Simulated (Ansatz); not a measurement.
# C2H9BSi2: the cost of one run

Program: Ansatz 0.2.0. Level of theory: RKS PBE0-D4/STO-3G. These are calculated values, not measurements.

### Step 1. The system as given

Bond lengths: Si1–Si2 2.176 Å, Si2–C3 1.815 Å, C3–B4 1.623 Å, Si2–C5 1.849 Å, B4–C5 1.633 Å, Si1–H6 1.532 Å, Si1–H7 1.443 Å, Si1–H8 1.484 Å, Si2–H9 1.492 Å, C3–H10 1.107 Å, C3–H11 1.147 Å, B4–H12 1.167 Å, C5–H13 1.080 Å, C5–H14 1.111 Å. Angles (14 of 27 angles, heavy atoms first): Si1–Si2–C3 110.7°, Si1–Si2–C5 112.2°, C3–Si2–C5 76.2°, Si2–C3–B4 98.6°, C3–B4–C5 88.0°, Si2–C5–B4 96.9°, Si1–Si2–H9 119.6°, C3–Si2–H9 114.5°, C5–Si2–H9 115.6°, Si2–Si1–H6 110.0°, Si2–Si1–H7 111.5°, Si2–Si1–H8 110.1°, Si2–C3–H10 114.2°, Si2–C3–H11 111.5°.

Coordinates:

```xyz
14

Si   -1.7865    1.2093    0.3001
Si    0.3350    0.7923    0.0560
C     0.8059   -0.6993    0.9767
B     1.1433   -1.6663   -0.2822
C     0.6548   -0.4591   -1.2669
H    -2.2609    2.1749   -0.7908
H    -2.5757    0.0046    0.2168
H    -2.0245    1.9114    1.5855
H     1.3205    1.9093    0.1399
H     0.0252   -1.0728    1.6674
H     1.7726   -0.5381    1.5718
H     1.4213   -2.7915   -0.4141
H     1.4469   -0.1275   -1.9223
H    -0.2908   -0.6765   -1.8091
```

### Step 2. Relaxing the start

File input.yaml:

```yaml
crystal:
  periodic: [false, false, false]
  atoms:
    - { symbol: Si, position_ang: [-1.7865, 1.2093, 0.3001] }
    - { symbol: Si, position_ang: [0.335, 0.7923, 0.056] }
    - { symbol: C, position_ang: [0.8059, -0.6993, 0.9767] }
    - { symbol: B, position_ang: [1.1433, -1.6663, -0.2822] }
    - { symbol: C, position_ang: [0.6548, -0.4591, -1.2669] }
    - { symbol: H, position_ang: [-2.2609, 2.1749, -0.7908] }
    - { symbol: H, position_ang: [-2.5757, 0.0046, 0.2168] }
    - { symbol: H, position_ang: [-2.0245, 1.9114, 1.5855] }
    - { symbol: H, position_ang: [1.3205, 1.9093, 0.1399] }
    - { symbol: H, position_ang: [0.0252, -1.0728, 1.6674] }
    - { symbol: H, position_ang: [1.7726, -0.5381, 1.5718] }
    - { symbol: H, position_ang: [1.4213, -2.7915, -0.4141] }
    - { symbol: H, position_ang: [1.4469, -0.1275, -1.9223] }
    - { symbol: H, position_ang: [-0.2908, -0.6765, -1.8091] }
basis:
  gaussian: { orbitals: STO-3G }
hamiltonian:
  xc: pbe0
  dispersion: d4
relax:
  f_tol: 0.02
  max_steps: 40
```

On the command line:

```bash
> ansatz run input.yaml --threads 1 --pin off --max-ram 2048MiB --backend cpu --events-out ev --progress --plain --runs-dir out
```

**Question.** How long does this run take on 1 thread of Intel Xeon 6975P-C (Granite Rapids), shared host, and how much memory does it need?

About 35 s, with a peak of 0.14 GiB.
